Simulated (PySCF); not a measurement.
**A diatomic session: GeC**

One table from this session's results is given with a row withheld; the runs are named, their logs left out.

Program: PySCF 2.14.0. Level of theory: Ge pcseg-1, C pcseg-1, no relativity. These are calculated values, not measurements.

Set-up of the first run:

A driver script around PySCF takes these settings:

```json
{"atoms": "Ge, C", "charge": "0", "basis": "Ge pcseg-1, C pcseg-1", "Hamiltonian": "no relativity", "basis functions": "41", "electrons treated": "38", "masses in u": "73.9212, 12.0000", "levels": "PBE0, PBE, r²SCAN, M06-2X, PW91, r²SCAN0, LC-ωPBE, HF, MP2, SCS-MP2, CCSD, CCSD(T)", "grid": "80 radial by 434 angular points", "occupations": "held fixed by the projection of orbital angular momentum", "dissociation limit": "Ge + C, each in its ground configuration", "starting distance in angstrom": "1.870", "values of 2S to try": "0, 2, 4"}
```

Started as:

```
> OMP_NUM_THREADS=1 python dia.py task.json out
```

Among the steps run: Set-up; The PBE0 curve of the state that the search chose; Excited determinants; PBE (GGA); r²SCAN (meta-GGA); M06-2X (hybrid meta-GGA); PW91 (GGA); r²SCAN0; LC-ωPBE (range-separated hybrid); ROHF; Correlated methods on the Hartree–Fock reference.

One of the session's tables, all rows but one given; the rest of the session is left out.

Energy (eV) from each level's lowest point:

| R (Å) | ROHF | ROHF-MP2 | ROHF-SCS-MP2 | ROHF-CCSD | ROHF-CCSD(T) |
| --- | --- | --- | --- | --- | --- |
| 1.554 | 1.114 | 1.374 | 1.376 | n/a | n/a |
| 1.626 | 0.438 | 0.635 | 0.635 | 0.637 | 0.683 |
| 1.699 | 0.096 | 0.214 | 0.214 | 0.217 | 0.246 |
| 1.753 | 0.000 | 0.055 | 0.055 | 0.058 | 0.073 |
| 1.807 | 0.007 | 0.000 | 0.000 | 0.000 | 0.000 |
| 1.861 | ? | ? | ? | ? | ? |
| 1.933 | 0.289 | 0.169 | 0.163 | 0.130 | 0.097 |
| 2.024 | 0.613 | 0.472 | 0.455 | 0.362 | 0.306 |
| 2.132 | 1.041 | 0.969 | 0.931 | 0.714 | 0.631 |
| 2.277 | 1.578 | 1.764 | 1.687 | n/a | n/a |

Q: Estimate the row for R (Å) = 1.861 from the others.

Worked estimate for «ROHF». A straight line through the neighbours (1.807, 0.007) and (1.933, 0.289) gives 0.007 + (0.289 − 0.007) × (1.861 − 1.807) / (1.933 − 1.807) = 0.128; a parabola fitted to 4 rows on both sides gives 0.101.

**Answer.** ROHF: 0.092; ROHF-MP2: 0.028; ROHF-SCS-MP2: 0.027; ROHF-CCSD: 0.018; ROHF-CCSD(T): 0.004. In «ROHF» the line misses by +0.036 and the parabola by +0.009.

To keep in mind: Lowest PBE0 solution found, without spin–orbit coupling: ³Π (triplet), unpaired electrons σ ↑, π ↑. Warnings in the runs' records: inverted.
